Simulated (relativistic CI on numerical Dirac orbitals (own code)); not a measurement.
# Co: the cost of one run

Program: relativistic CI on numerical Dirac orbitals (own code) version 3. Level of theory: charge-transfer multiplet model of a cubic metal-ligand cluster with up to 2 ligand holes, Slater and spin-orbit integrals from Dirac-Coulomb-Breit ions, Slater integrals scaled by 0.8. These are calculated values, not measurements, unless marked.

### Step 1. Starting point

* ion: Co³⁺ (Co IV)
* nuclear charge: 27
* electrons: 24
* d electrons: 6
* ligand holes at most: 2
* parameters: in eV; Veg, Vt2g hoppings, tenDq and tenDqL metal and ligand splittings (negative tenDq: tetrahedral), red the scaling of hopping with a core hole
* temperature: 300 K
* widths: Lorentz 1.1 eV, Gauss 0.6 eV

### Step 2. Delta = 2.9 eV

Input settings:

```ini
cluster ion=Co3+ d6 ligand_holes=2 slater_scale=0.8
Delta=2.9 Udd=6.1 Upd=7.2 tenDq=0.85 tenDqL=0.2 Veg=2.05 Vt2g=-1.1 red=0.8
spectrum xps 1s T=300 lorentz=1.1 gauss=0.6
```

Command:

```bash
python run_levels.py task.json out
```

task.json lists these runs, among others, and the program works through them in turn.

Q: Estimate wall time and peak memory on 1 thread of Intel Xeon Platinum 8375C at 2.90GHz, shared host.

About 2.5 s, with a peak of 0.19 GiB.
